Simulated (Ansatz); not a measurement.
Predict the output of the script below (Ansatz 0.2.0 through its Python package).

The script, `sro.py`:
```python
import ansatz as az
import numpy as np

VECTORS = np.array([
    [0.0, 2.5663, 2.5663],
    [2.5663, 0.0, 2.5663],
    [2.5663, 2.5663, 0.0],
])
SITES = [
    ('Sr', (0.5, 0.5, 0.5)),
    ('O', (0.0, 0.0, 0.0)),
]


def on_lattice(cell):
    crystal = az.Crystal(lattice=az.Lattice.of(cell))
    for symbol, position in SITES:
        crystal = crystal.atom(symbol, position)
    return crystal

atoms = [(site[0], site[1]) for site in SITES]
print('dispersion energy and pressure at linear scale factors', (0.97, 1.0, 1.03, 1.06))
for functional in (az.Functional.REVPBE, az.Functional.R2SCAN):
    for method in ('d3bj', 'd4'):
        damping = az.dispersion_damping(method=method, xc=functional)
        line = []
        for scale in (0.97, 1.0, 1.03, 1.06):
            term = az.pairwise_dispersion(vectors=(VECTORS * scale).tolist(), atoms=atoms, damping=damping, periodic=(True, True, True))
            line.append(f'{term.energy_ev / len(atoms):.4f} eV/atom, {np.trace(term.stress_gpa) / 3:.2f} GPa')
        print(functional.value, method, '|', ' | '.join(line))
print('charges of the D4 model in the last cell:', np.round(term.partial_charges_e, 3))
```

```console
$ python sro.py
dispersion energy and pressure at linear scale factors (0.97, 1.0, 1.03, 1.06)
revpbe d3bj | -0.4889 eV/atom, -5.36 GPa | -0.4441 eV/atom, -4.40 GPa | -0.4050 eV/atom, -3.62 GPa | -0.3708 eV/atom, -2.99 GPa
revpbe d4 | -0.3063 eV/atom, -3.82 GPa | -0.2750 eV/atom, -3.01 GPa | -0.2488 eV/atom, -2.38 GPa | -0.2268 eV/atom, -1.90 GPa
sro.py:25: DeckWarning: the engine holds no damping parameters fitted to this dispersion correction and functional, so the run takes those fitted to r2scan beside the three-body term, which d3bj leaves out (hamiltonian.dispersion, under Limitations)
  damping = az.dispersion_damping(method=method, xc=functional)
r2scan d3bj | -0.1299 eV/atom, -1.38 GPa | -0.1183 eV/atom, -1.15 GPa | -0.1080 eV/atom, -0.97 GPa | -0.0988 eV/atom, -0.82 GPa
r2scan d4 | -0.0695 eV/atom, -0.77 GPa | -0.0630 eV/atom, -0.64 GPa | -0.0574 eV/atom, -0.53 GPa | -0.0524 eV/atom, -0.44 GPa
charges of the D4 model in the last cell: [ 0.804 -0.804]
```
